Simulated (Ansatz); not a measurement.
# Cl6Dy ([DyCl6]3-): the cost of one run

Computed with Ansatz 0.2.0, Gaussian basis. Level: as each input shows.

The runs, in order: PBE-D4/def2-TZVP, r2SCAN-D4/def2-TZVP, PBE-QIDH/def2-TZVP, PBE-D4/def2-SVP, PBE0-D4/def2-SVP, MP2/def2-TZVP, RPA/def2-TZVP.

1 further run of the same task is left out (it didn't finish). Runs told in other sessions of the task aren't counted.

### Step 1. The geometry

The geometry is that of the sextet, from an earlier relaxation (PBE-D4/def2-SVP).

7 atoms, charge -3, spin multiplicity 6.

Atoms are counted from 1 here; the program's logs count them from 0.

Bond lengths: Dy1–Cl2 2.726 Å, Dy1–Cl3 2.726 Å, Dy1–Cl4 2.726 Å, Dy1–Cl5 2.725 Å, Dy1–Cl6 2.726 Å, Dy1–Cl7 2.726 Å. Angles: Cl2–Dy1–Cl3 180.0°, Cl2–Dy1–Cl4 90.3°, Cl2–Dy1–Cl5 89.7°, Cl2–Dy1–Cl6 89.7°, Cl2–Dy1–Cl7 90.3°, Cl3–Dy1–Cl4 89.7°, Cl3–Dy1–Cl5 90.3°, Cl3–Dy1–Cl6 90.3°, Cl3–Dy1–Cl7 89.7°, Cl4–Dy1–Cl5 180.0°, Cl4–Dy1–Cl6 90.3°, Cl4–Dy1–Cl7 89.7°, Cl5–Dy1–Cl6 89.7°, Cl5–Dy1–Cl7 90.3°, Cl6–Dy1–Cl7 180.0°.

Dy takes a core potential in the def2 sets. No spin-orbit coupling is included. The ion is computed in the gas phase, without counter-ions or solvent.

PBE0-D4/def2-TZVP was run before; its log isn't repeated, and its numbers join the tables.

### Step 2. PBE-D4/def2-TZVP

start.molden holds the orbitals of an earlier run on this state, given as this run's starting guess.

Contents of in.yaml:

```yaml
crystal:
  periodic: [false, false, false]
  atoms:
    - {symbol: Dy, position_ang: [-0.000067, 0.000127, -0.000004]}
    - {symbol: Cl, position_ang: [-0.028272, 0.004579, 2.725494]}
    - {symbol: Cl, position_ang: [0.027038, -0.003419, -2.725538]}
    - {symbol: Cl, position_ang: [2.725551, 0.002243, 0.013363]}
    - {symbol: Cl, position_ang: [-2.725291, -0.003121, -0.013417]}
    - {symbol: Cl, position_ang: [-0.016229, 2.725651, 0.009957]}
    - {symbol: Cl, position_ang: [0.017270, -2.726059, -0.009866]}
basis:
  gaussian: {orbitals: def2-TZVP, initial_orbitals: start.molden}
total_charge: -3
magnetization: {spin_polarized: true, initial_magnetization: 5}
hamiltonian: {xc: pbe, dispersion: d4}
scf: {omitted_lower_state_checks: [starts]}
output: {forces: true, orbitals: {seedname: orbitals}}
```

On the command line:

```sh
$ ansatz run in.yaml --threads 4 --pin off --events-out ev --progress --plain --max-ram 6963MiB
```

**Question.** How long does this run take on 4 threads of Arm Neoverse V2, shared host, and how much memory does it need?

About 2.4 min, with a peak of 1.7 GiB.
